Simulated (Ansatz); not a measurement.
**LuC (zincblende): a single-point run**

The task is a single-point run on LuC (zincblende). The structure is shown as the input types it.

Computed with Ansatz 0.2.0 (DFT r2SCAN, scalar-relativistic, plane waves, PAW, unless a step's input says otherwise).

2 further runs of the same task are left out: 1 that didn't finish, 1 set aside as unsound or not needed.

## 1. Starting point

Symmetry: F-43m, No. 216, cubic system. Conventional cell: a = 5.258 Å, b = 5.258 Å, c = 5.258 Å, α = 90.00°, β = 90.00°, γ = 90.00°. Lu (site symmetry -43m) has 4 C at 2.28 Å as nearest neighbours. Around C (site symmetry -43m) lie 4 Lu at 2.28 Å.

As a file:

```xyz
2
Lattice="0.0000 2.6292 2.6292 2.6292 0.0000 2.6292 2.6292 2.6292 0.0000" Properties=species:S:1:pos:R:3 pbc="T T T"
Lu    0.0000    0.0000    0.0000
C     1.3146    1.3146    1.3146
```

## 2. Input and run

File input.yaml:

```yaml
crystal:
  lattice:
    - [0.0, 2.6291647261, 2.6291647261]
    - [2.6291647261, 0.0, 2.6291647261]
    - [2.6291647261, 2.6291647261, 0.0]
  atoms:
    - { symbol: Lu, position: [0.0, 0.0, 0.0] }
    - { symbol: C, position: [0.25, 0.25, 0.25] }
basis:
  ecutwfc: 500
  ecutrho_ratio: 4
kpoints:
  mp_grid: { grid: [12, 12, 12] }
hamiltonian:
  xc: r2scan
scf:
  occupations: { method: methfessel_paxton, width: 2.0 }
  max_iter: 50
output:
  forces: true
  stress: true
```

Launch:

```
> ansatz run input.yaml --threads 2 --pin off --max-ram 2662MiB --backend cpu --events-out ev --progress --plain --runs-dir out
```

Q: Will this input give a usable result? If not, why, and what should change?

The run converged and reported no error. That alone doesn't make the input a sound one.

Look at the input: scf.occupations.method is methfessel_paxton; scf.occupations.width is 2.0. The width is far wider than usual, so occupations near the Fermi level are blurred and the entropy term grows.

To check: set scf.occupations.method to gaussian and scf.occupations.width to 0.05.
